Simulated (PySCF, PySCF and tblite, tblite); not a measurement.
**C5H7FO: a path driven as rotation about a bond, and NMR exchange, part 1 of 2**

Aim: the barrier and rate of rotation about a bond in C5H7FO (`C=COC(=C)CF`), and what it does to NMR lines.

Programs: PySCF 2.14.0 with density-fitted response routines of our own, and tblite 0.8.0. All values are computed, except where a source is named. Atoms count from 0 throughout.

## (1) The molecule as given

14 atoms, charge 0, multiplicity 1; geometry from: force field or distance geometry start.

Bonds of the start (Å): C0–C1 1.35, C0–H7 1.08, C0–H8 1.09, C1–H9 1.07, C1–O2 1.37, C3–C4 1.33, C3–C5 1.51, C4–H10 1.09, C4–H11 1.08, C5–F6 1.36, C5–H12 1.09, C5–H13 1.10, O2–C3 1.40.

## (2) GFN2-xTB relaxation, start minimum

Job settings and geometry (Å):

```
{"job": {"xc": "GFN2-xTB", "basis": "xTB", "kind": "relax"}, "charge": 0, "multiplicity": 1}
C      2.775700     0.014200     0.391900
C      1.545200     0.152000    -0.148200
O      0.429000    -0.240600     0.541900
C     -0.834500     0.065100     0.013600
C     -1.167800     1.264100    -0.456300
C     -1.814400    -1.080600     0.119000
F     -2.096800    -1.356500     1.419200
H      3.657900     0.319500    -0.154100
H      2.902100    -0.392300     1.391600
H      1.380200     0.537200    -1.128300
H     -2.170000     1.471100    -0.831300
H     -0.461100     2.083800    -0.473400
H     -2.759500    -0.853200    -0.372300
H     -1.386900    -1.984200    -0.335600
```

Run with:

```bash
$ OMP_NUM_THREADS=1 python ens_run.py task.json out
```

This one command runs the whole study; its stages follow in the order run.

Log:

```text
step      E/eV     max force
  0    -625.94489    1.893
  1    -625.98555    1.480
  2    -626.00748    0.286
  3    -626.01471    0.338
  4    -626.02551    0.247
  5    -626.03066    0.255
  6    -626.03584    0.175
  7    -626.03818    0.146
  8    -626.04018    0.136
  9    -626.04228    0.136
 10    -626.04430    0.112
 11    -626.04618    0.132
 12    -626.04807    0.142
 13    -626.05045    0.156
 14    -626.05359    0.180
 15    -626.05697    0.153
 16    -626.06016    0.147
 17    -626.06327    0.164
 18    -626.06618    0.181
 19    -626.06913    0.147
 20    -626.07210    0.129
 21    -626.07490    0.118
 22    -626.07744    0.137
 23    -626.07966    0.128
 24    -626.08181    0.144
 25    -626.08397    0.136
 26    -626.08585    0.124
 27    -626.08731    0.124
 28    -626.08856    0.101
 29    -626.08980    0.084
 30    -626.09090    0.083
 31    -626.09184    0.094
 32    -626.09259    0.066
 33    -626.09315    0.040
 34    -626.09352    0.044
 35    -626.09377    0.045
 36    -626.09406    0.044
 37    -626.09440    0.043
 38    -626.09477    0.040
 39    -626.09510    0.047
 40    -626.09540    0.042
 41    -626.09571    0.048
 42    -626.09609    0.047
 43    -626.09650    0.049
 44    -626.09691    0.053
 45    -626.09731    0.052
 46    -626.09770    0.046
 47    -626.09809    0.047
 48    -626.09850    0.048
 49    -626.09886    0.047
 50    -626.09912    0.048
 51    -626.09933    0.035
 52    -626.09953    0.037
 53    -626.09976    0.038
 54    -626.10002    0.045
 55    -626.10030    0.052
 56    -626.10064    0.050
 57    -626.10103    0.049
 58    -626.10138    0.056
 59    -626.10164    0.041
 60    -626.10181    0.035
 61    -626.10202    0.039
 62    -626.10231    0.051
 63    -626.10269    0.056
 64    -626.10310    0.071
 65    -626.10361    0.064
 66    -626.10427    0.069
 67    -626.10515    0.082
 68    -626.10549    0.131
 69    -626.10690    0.101
 70    -626.10776    0.079
 71    -626.10924    0.098
 72    -626.11020    0.101
 73    -626.11175    0.081
 74    -626.11267    0.115
 75    -626.11332    0.090
 76    -626.11429    0.123
 77    -626.11539    0.106
 78    -626.11717    0.101
 79    -626.11818    0.111
 80    -626.11961    0.088
 81    -626.11785    0.370
 82    -626.12160    0.070
 83    -626.12236    0.060
 84    -626.12308    0.143
 85    -626.12367    0.061
 86    -626.12394    0.049
 87    -626.12503    0.059
 88    -626.12567    0.077
 89    -626.12650    0.092
 90    -626.12740    0.109
 91    -626.12879    0.090
 92    -626.12849    0.276
 93    -626.13078    0.071
 94    -626.13148    0.061
 95    -626.13227    0.198
 96    -626.13347    0.051
 97    -626.13410    0.054
 98    -626.13391    0.319
 99    -626.13609    0.060
100    -626.13678    0.065
101    -626.13258    0.504
102    -626.13825    0.066
103    -626.13911    0.070
104    -626.13089    0.673
105    -626.14122    0.047
106    -626.14239    0.058
107    -626.13470    0.648
108    -626.14465    0.047
109    -626.14589    0.053
110    -626.13996    0.579
111    -626.14794    0.044
112    -626.14897    0.057
113    -626.14872    0.329
114    -626.15087    0.065
115    -626.15150    0.072
116    -626.15273    0.181
117    -626.15373    0.085
118    -626.15493    0.055
119    -626.15686    0.099
120    -626.15799    0.143
121    -626.15894    0.089
122    -626.15948    0.092
123    -626.16017    0.076
124    -626.16180    0.095
125    -626.16224    0.069
126    -626.16256    0.046
127    -626.16301    0.055
128    -626.16327    0.079
129    -626.16369    0.064
130    -626.16402    0.039
131    -626.16443    0.037
132    -626.16461    0.036
133    -626.16486    0.027
134    -626.16496    0.040
135    -626.16504    0.032
136    -626.16512    0.023
137    -626.16520    0.016
138    -626.16527    0.020
139    -626.16531    0.016
140    -626.16535    0.015
141    -626.16538    0.020
142    -626.16541    0.013
143    -626.16543    0.018
144    -626.16545    0.016
145    -626.16548    0.019
146    -626.16551    0.015
147    -626.16553    0.016
148    -626.16556    0.015
149    -626.16560    0.020
150    -626.16565    0.017
151    -626.16571    0.021
152    -626.16577    0.026
153    -626.16586    0.026
154    -626.16597    0.029
155    -626.16610    0.025
156    -626.16620    0.023
157    -626.16630    0.018
158    -626.16642    0.028
159    -626.16656    0.032
160    -626.16673    0.032
161    -626.16689    0.044
162    -626.16702    0.036
163    -626.16715    0.025
164    -626.16725    0.019
165    -626.16731    0.016
166    -626.16735    0.016
167    -626.16738    0.016
168    -626.16741    0.024
169    -626.16743    0.016
170    -626.16746    0.010
171    -626.16747    0.010
172    -626.16749    0.011
173    -626.16750    0.010
174    -626.16750    0.005
175    -626.16751    0.002
```

Wall time 0.54 s (1 thread of Intel Xeon 6975P-C, shared host).

Gain 0.223 eV; displacement 0.78 Å root mean square.

## (3) Relaxed scan, rotation

Job settings and geometry (Å):

```
{"job": {"xc": "GFN2-xTB", "basis": "xTB", "coordinate": [["t", [4, 3, 2, 1], 0.5], ["t", [5, 3, 2, 1], 0.5]], "kind": "drive"}, "charge": 0, "multiplicity": 1}
C      2.767775    -0.045885     0.164738
C      1.540425     0.219616    -0.248260
O      0.468954    -0.495218     0.199378
C     -0.792231     0.009125     0.045073
C     -1.125421     1.277493    -0.143647
C     -1.789934    -1.116827     0.155697
F     -3.076066    -0.656442     0.176818
H      3.608977     0.485522    -0.236429
H      2.956661    -0.803694     0.903181
H      1.326557     0.978185    -0.991849
H     -2.158724     1.548077    -0.247583
H     -0.403710     2.072611    -0.181116
H     -1.701178    -1.796141    -0.700864
H     -1.622761    -1.676895     1.082697
```

Log:

```text
point  coordinate     E/eV
  0     84.400     -626.15246
  1     99.700     -626.15614
  2    114.600     -626.16467
  3    129.300     -626.14126
  4    144.200     -626.09417
  5    159.300     -626.04227
  6    174.500     -626.00976
  7    189.700     -626.00549
  8    204.800     -626.01873
  9    219.700     -626.02986
 10    234.800     -626.05510
 11    249.600     -626.06353
```

Wall time 1.4 s (1 thread of Intel Xeon 6975P-C, shared host).

The highest point is number 7, 3.4 kcal/mol above the first.

## (4) Nudged elastic band, leg 1

The job, as its differences from that of step 3:

```diff
@@ -1,2 +1,2 @@
-{"job": {"xc": "GFN2-xTB", "basis": "xTB", "coordinate": [["t", [4, 3, 2, 1], 0.5], ["t", [5, 3, 2, 1], 0.5]], "kind": "drive"}, "charge": 0, "multiplicity": 1}
+{"job": {"xc": "GFN2-xTB", "basis": "xTB", "kind": "neb"}, "charge": 0, "multiplicity": 1}
 C      2.767775    -0.045885     0.164738
```

Log:

```text
image   E - E0 / eV
  0       0.0000
  1       0.0151
  2       0.0350
  3       0.0214
  4       0.0104
  5       0.0079
  6       0.0000
```

It took 0.82 s on 1 thread of Intel Xeon 6975P-C, shared host.

The highest point is number 2, 0.8 kcal/mol above the first.

## (5) Saddle search, leg 1

Job settings and geometry (Å):

```
{"job": {"xc": "GFN2-xTB", "basis": "xTB", "kind": "saddle"}, "charge": 0, "multiplicity": 1}
C      2.739902    -0.116715     0.191992
C      1.564300     0.295181    -0.250230
O      0.466941    -0.501119    -0.109123
C     -0.795944     0.019013    -0.089557
C     -1.175444     1.278018    -0.249707
C     -1.747038    -1.113412     0.215748
F     -3.041220    -0.688269     0.309213
H      3.621248     0.481460     0.070817
H      2.837193    -1.068554     0.682490
H      1.426402     1.243610    -0.751954
H     -2.216990     1.528903    -0.183735
H     -0.496156     2.086721    -0.444429
H     -1.706008    -1.878061    -0.568713
H     -1.477186    -1.566778     1.177188
```

Log:

```text
step      E/eV     max force
  0    -626.13252   0.0553
  1    -626.14250   0.1459
  2    -626.13719   0.0518
  3    -626.14183   0.0563
  4    -626.14542   0.1167
  5    -626.14414   0.0425
  6    -626.14671   0.0378
  7    -626.14942   0.0539
  8    -626.15104   0.0772
  9    -626.15262   0.0934
 10    -626.15297   0.0893
 11    -626.15256   0.0588
 12    -626.15164   0.1341
 13    -626.15251   0.0187
 14    -626.15237   0.0368
 15    -626.15243   0.0088
 16    -626.15242   0.0033
lowest wavenumbers (cm-1): -80.4 42.4 100.8 166.8 296.4 390.7
```

Run time: 2 s. Hardware: 1 thread of Intel Xeon 6975P-C, shared host.

Point group Cs; 1 imaginary mode, 80i cm⁻¹, carried by H9, C1, H8. Steps downhill from it reached both ends.

## (6) Nudged elastic band, leg 2

Job settings and geometry (Å):

```
{"job": {"xc": "GFN2-xTB", "basis": "xTB", "kind": "neb"}, "charge": 0, "multiplicity": 1}
C      2.773444    -0.107049    -0.059022
C      1.538422     0.318172     0.144668
O      0.472086    -0.526929     0.055910
C     -0.789150    -0.015331    -0.071242
C     -1.120376     1.194588    -0.497522
C     -1.790091    -1.072029     0.325110
F     -3.073576    -0.677068     0.073750
H      3.609088     0.553859     0.066591
H      2.973918    -1.123276    -0.346149
H      1.313000     1.337147     0.435911
H     -2.154649     1.475280    -0.554215
H     -0.396397     1.922384    -0.814623
H     -1.609066    -1.991951    -0.242425
H     -1.719226    -1.287037     1.398315
```

Log:

```text
image   E - E0 / eV
  0       0.0000
  1       0.0650
  2       0.1529
  3       0.1571
  4       0.1379
  5       0.1145
  6       0.1013
```

Run time: 0.74 s. Hardware: 1 thread of Intel Xeon 6975P-C, shared host; peak memory 0.2 GiB.

The highest point is number 3, 3.6 kcal/mol above the first.

## (7) Saddle search, leg 2

Job settings and geometry (Å):

```
{"job": {"xc": "GFN2-xTB", "basis": "xTB", "kind": "saddle"}, "charge": 0, "multiplicity": 1}
C      2.683518    -0.321596     0.132089
C      1.446831     0.125303     0.258200
O      0.514127    -0.029474    -0.729225
C     -0.805422     0.207423    -0.402461
C     -1.450837     1.263130    -0.866276
C     -1.427822    -0.878484     0.441569
F     -2.758516    -0.646131     0.652076
H      3.408935    -0.135806     0.900643
H      3.000118    -0.865382    -0.739251
H      1.117405     0.673394     1.134842
H     -2.497090     1.407365    -0.671475
H     -0.943232     1.991861    -1.471581
H     -1.337981    -1.846613    -0.067472
H     -0.950034    -0.944990     1.428322
```

Log:

```text
step      E/eV     max force
  0    -626.01041   0.0443
  1    -626.01018   0.1122
  2    -626.01128   0.0321
  3    -626.01091   0.0587
  4    -626.01017   0.0779
  5    -626.00831   0.1130
  6    -626.00821   0.0571
  7    -626.00815   0.0389
  8    -626.00820   0.0033
lowest wavenumbers (cm-1): -82.7 61.2 74.5 192.2 238.6 373.3
```

Wall time 1.5 s (1 thread of Intel Xeon 6975P-C, shared host); peak memory 0.2 GiB.

Point group C1; 1 imaginary mode, 83i cm⁻¹, carried by O2, C1, C4, H9. Steps downhill from it reached both ends.

## (8) Shieldings, start: PBE0/pcSseg-1

Job settings and geometry (Å):

```
{"job": {"kind": "nmr", "xc": "PBE0", "basis": "pcSseg-1", "pop": false}, "charge": 0, "multiplicity": 1}
C      2.767775    -0.045885     0.164738
C      1.540425     0.219616    -0.248260
O      0.468954    -0.495218     0.199378
C     -0.792231     0.009125     0.045073
C     -1.125421     1.277493    -0.143647
C     -1.789934    -1.116827     0.155697
F     -3.076066    -0.656442     0.176818
H      3.608977     0.485522    -0.236429
H      2.956661    -0.803694     0.903181
H      1.326557     0.978185    -0.991849
H     -2.158724     1.548077    -0.247583
H     -0.403710     2.072611    -0.181116
H     -1.701178    -1.796141    -0.700864
H     -1.622761    -1.676895     1.082697
```

Log:

```text
coarse grid: 11944 points
cycle   1  E = -369.1526847211  dE =  9.898e-01  |g| = 6.631e-01  |ddm| = 3.282e+00
cycle   2  E = -369.0892549183  dE =  6.343e-02  |g| = 8.937e-01  |ddm| = 1.034e+00
cycle   3  E = -369.2339482487  dE = -1.447e-01  |g| = 1.022e-01  |ddm| = 6.338e-01
cycle   4  E = -369.2359816136  dE = -2.033e-03  |g| = 4.897e-02  |ddm| = 1.242e-01
cycle   5  E = -369.2364516426  dE = -4.700e-04  |g| = 1.693e-02  |ddm| = 4.490e-02
cycle   6  E = -369.2365082513  dE = -5.661e-05  |g| = 3.050e-03  |ddm| = 1.300e-02
cycle   7  E = -369.2365102121  dE = -1.961e-06  |g| = 6.777e-04  |ddm| = 2.596e-03
final grid: 116456 points
cycle   8  E = -369.2958217117  dE = -3.138e-05  |g| = 1.102e-02  |ddm| = 2.569e-02
cycle   9  E = -369.2957950798  dE =  2.663e-05  |g| = 1.657e-02  |ddm| = 1.646e-02
cycle  10  E = -369.2958445842  dE = -4.950e-05  |g| = 2.002e-03  |ddm| = 1.058e-02
cycle  11  E = -369.2958455193  dE = -9.351e-07  |g| = 4.381e-04  |ddm| = 1.919e-03
cycle  12  E = -369.2958455554  dE = -3.604e-08  |g| = 1.483e-04  |ddm| = 4.041e-04
cycle  13  E = -369.2958455601  dE = -4.734e-09  |g| = 1.930e-05  |ddm| = 1.113e-04
cycle  14  E = -369.2958455601  dE = -5.559e-11  |g| = 1.080e-05  |ddm| = 2.224e-05
converged SCF energy = -369.2958455601

GIAO shielding tensors (ppm)
atom      isotropic    diamagn.    paramagn.     s11        s22        s33       span
  0 C       86.202     255.066    -168.864    -17.876    110.183    166.298    184.174
  1 C       33.032     255.120    -222.088    -74.816     69.804    104.107    178.923
  2 O      147.554     402.017    -254.463     80.613     95.308    266.740    186.127
  3 C       20.496     255.238    -234.741    -87.723     56.670     92.541    180.264
  4 C       98.796     256.502    -157.705      5.540    108.244    182.604    177.064
  5 C      102.897     241.626    -138.729     75.102     79.816    153.774     78.672
  6 F      434.055     468.737     -34.682    405.397    417.970    478.797     73.399
  7 H       27.011      29.058      -2.047     24.768     26.064     30.199      5.431
  8 H       26.688      31.348      -4.659     23.953     25.166     30.946      6.993
  9 H       24.916      32.478      -7.562     22.518     23.313     28.918      6.401
 10 H       26.896      30.647      -3.751     24.650     26.119     29.920      5.271
 11 H       27.178      32.403      -5.226     24.780     25.294     31.458      6.678
 12 H       26.588      28.102      -1.515     22.658     27.137     29.968      7.310
 13 H       26.622      28.148      -1.526     22.247     27.390     30.228      7.981
```

Wall time 9.8 s (1 thread of Intel Xeon 6975P-C, shared host); peak memory 0.73 GiB.

This run: HOMO -6.79 eV, LUMO -0.04 eV; dipole 1.44 D.

## (9) Shieldings, saddle of leg 2: PBE0/pcSseg-1

Job settings and geometry (Å):

```
{"job": {"kind": "nmr", "xc": "PBE0", "basis": "pcSseg-1", "pop": false}, "charge": 0, "multiplicity": 1}
C      2.708579    -0.228242     0.116839
C      1.443002     0.129743     0.241231
O      0.499639    -0.218345    -0.685501
C     -0.806736     0.124598    -0.393830
C     -1.359031     1.240815    -0.833824
C     -1.514386    -0.924790     0.426117
F     -2.794615    -0.554848     0.731162
H      3.436192     0.070175     0.846242
H      3.041029    -0.817233    -0.717891
H      1.085209     0.730205     1.070803
H     -2.390543     1.461865    -0.631399
H     -0.794245     1.947989    -1.414358
H     -1.566555    -1.868741    -0.130167
H     -0.987539    -1.093190     1.374575
```

Log:

```text
coarse grid: 11944 points
cycle   1  E = -369.1417175125  dE =  9.719e-01  |g| = 6.839e-01  |ddm| = 3.294e+00
cycle   2  E = -369.0611121949  dE =  8.061e-02  |g| = 9.547e-01  |ddm| = 1.138e+00
cycle   3  E = -369.2275181814  dE = -1.664e-01  |g| = 1.091e-01  |ddm| = 7.168e-01
cycle   4  E = -369.2299650333  dE = -2.447e-03  |g| = 5.173e-02  |ddm| = 1.342e-01
cycle   5  E = -369.2305145628  dE = -5.495e-04  |g| = 1.751e-02  |ddm| = 4.825e-02
cycle   6  E = -369.2305757441  dE = -6.118e-05  |g| = 3.397e-03  |ddm| = 1.354e-02
cycle   7  E = -369.2305779009  dE = -2.157e-06  |g| = 1.262e-03  |ddm| = 2.898e-03
final grid: 116456 points
cycle   8  E = -369.2910317668  dE = -2.934e-05  |g| = 1.159e-02  |ddm| = 2.340e-02
cycle   9  E = -369.2910003684  dE =  3.140e-05  |g| = 1.766e-02  |ddm| = 1.796e-02
cycle  10  E = -369.2910570684  dE = -5.670e-05  |g| = 1.841e-03  |ddm| = 1.155e-02
cycle  11  E = -369.2910578582  dE = -7.898e-07  |g| = 4.578e-04  |ddm| = 1.838e-03
cycle  12  E = -369.2910578984  dE = -4.020e-08  |g| = 1.567e-04  |ddm| = 4.439e-04
cycle  13  E = -369.2910579039  dE = -5.498e-09  |g| = 2.814e-05  |ddm| = 1.220e-04
cycle  14  E = -369.2910579041  dE = -1.421e-10  |g| = 1.332e-05  |ddm| = 2.943e-05
converged SCF energy = -369.2910579041

GIAO shielding tensors (ppm)
atom      isotropic    diamagn.    paramagn.     s11        s22        s33       span
  0 C       89.986     255.030    -165.044    -13.919    117.412    166.466    180.386
  1 C       26.697     256.255    -229.558    -76.687     67.185     89.591    166.278
  2 O      164.712     401.419    -236.706     85.309    177.651    231.177    145.867
  3 C       17.733     256.902    -239.169    -95.290     56.100     92.389    187.679
  4 C       79.352     253.732    -174.380    -29.772     95.914    171.914    201.686
  5 C      102.946     242.949    -140.003     75.957     78.892    153.990     78.033
  6 F      430.080     469.403     -39.323    401.797    416.309    472.134     70.338
  7 H       27.254      29.429      -2.175     24.962     26.427     30.372      5.410
  8 H       26.888      31.036      -4.149     23.890     25.555     31.218      7.328
  9 H       25.493      32.529      -7.036     23.512     23.844     29.125      5.613
 10 H       26.247      30.275      -4.028     24.052     24.720     29.970      5.918
 11 H       26.348      31.065      -4.717     22.907     25.318     30.819      7.913
 12 H       26.626      27.999      -1.374     22.628     27.264     29.984      7.357
 13 H       26.781      29.242      -2.461     22.736     27.318     30.290      7.554
```

It took 9.9 s on 1 thread of Intel Xeon 6975P-C, shared host; peak memory 0.74 GiB.

In short: HOMO -7.00 eV, LUMO 0.07 eV; dipole 1.03 D.

## (10) Shieldings, end: PBE0/pcSseg-1

Job settings and geometry (Å):

```
{"job": {"kind": "nmr", "xc": "PBE0", "basis": "pcSseg-1", "pop": false}, "charge": 0, "multiplicity": 1}
C      2.710072    -0.333132     0.032634
C      1.431897    -0.169975     0.336199
O      0.569104     0.383395    -0.557831
C     -0.782923     0.373621    -0.363390
C     -1.542075     1.189275    -1.084373
C     -1.353898    -0.612633     0.628853
F     -2.703297    -0.748358     0.454036
H      3.397475    -0.737785     0.749678
H      3.091078    -0.057869    -0.933553
H      1.038820    -0.437024     1.308898
H     -2.610401     1.174582    -0.991547
H     -1.099953     1.866987    -1.789937
H     -0.911167    -1.607425     0.489399
H     -1.211025    -0.280204     1.666055
```

Log:

```text
coarse grid: 11944 points
cycle   1  E = -369.1322373812  dE =  1.006e+00  |g| = 7.019e-01  |ddm| = 3.285e+00
cycle   2  E = -369.0342842243  dE =  9.795e-02  |g| = 1.006e+00  |ddm| = 1.220e+00
cycle   3  E = -369.2244558207  dE = -1.902e-01  |g| = 1.122e-01  |ddm| = 7.762e-01
cycle   4  E = -369.2270092552  dE = -2.553e-03  |g| = 5.449e-02  |ddm| = 1.392e-01
cycle   5  E = -369.2275989776  dE = -5.897e-04  |g| = 1.878e-02  |ddm| = 4.975e-02
cycle   6  E = -369.2276694010  dE = -7.042e-05  |g| = 3.031e-03  |ddm| = 1.391e-02
cycle   7  E = -369.2276711524  dE = -1.751e-06  |g| = 1.070e-03  |ddm| = 2.553e-03
final grid: 116456 points
cycle   8  E = -369.2882654632  dE = -4.040e-05  |g| = 1.101e-02  |ddm| = 3.043e-02
cycle   9  E = -369.2882381891  dE =  2.727e-05  |g| = 1.663e-02  |ddm| = 1.680e-02
cycle  10  E = -369.2882886984  dE = -5.051e-05  |g| = 1.967e-03  |ddm| = 1.065e-02
cycle  11  E = -369.2882895834  dE = -8.851e-07  |g| = 4.530e-04  |ddm| = 1.915e-03
cycle  12  E = -369.2882896221  dE = -3.867e-08  |g| = 1.839e-04  |ddm| = 4.800e-04
cycle  13  E = -369.2882896297  dE = -7.561e-09  |g| = 2.239e-05  |ddm| = 1.369e-04
cycle  14  E = -369.2882896297  dE = -7.242e-11  |g| = 1.334e-05  |ddm| = 2.602e-05
converged SCF energy = -369.2882896297

GIAO shielding tensors (ppm)
atom      isotropic    diamagn.    paramagn.     s11        s22        s33       span
  0 C       87.336     254.773    -167.437    -15.432    112.450    164.991    180.423
  1 C       36.253     256.071    -219.819    -71.724     71.088    109.394    181.117
  2 O      137.681     399.657    -261.976     73.487    102.890    236.667    163.180
  3 C       25.448     257.254    -231.807    -81.878     63.381     94.840    176.718
  4 C       90.620     253.441    -162.821     -7.649    106.822    172.686    180.335
  5 C      104.096     244.119    -140.023     77.840     82.234    152.213     74.373
  6 F      432.249     468.933     -36.684    405.433    416.484    474.829     69.395
  7 H       27.224      29.216      -1.993     25.085     26.224     30.363      5.278
  8 H       26.745      30.990      -4.245     24.038     25.229     30.967      6.929
  9 H       25.294      32.601      -7.307     21.904     23.723     30.254      8.350
 10 H       26.802      30.236      -3.434     24.631     25.120     30.655      6.024
 11 H       26.696      30.868      -4.172     24.100     25.115     30.872      6.771
 12 H       26.546      29.233      -2.687     22.052     27.038     30.549      8.497
 13 H       26.260      28.943      -2.682     21.708     26.921     30.152      8.444
```

Wall time 9.8 s (1 thread of Intel Xeon 6975P-C, shared host); peak memory 0.75 GiB.

This run: HOMO -6.54 eV, LUMO -0.08 eV; dipole 1.82 D.

(Continued in part 2 of 2.)
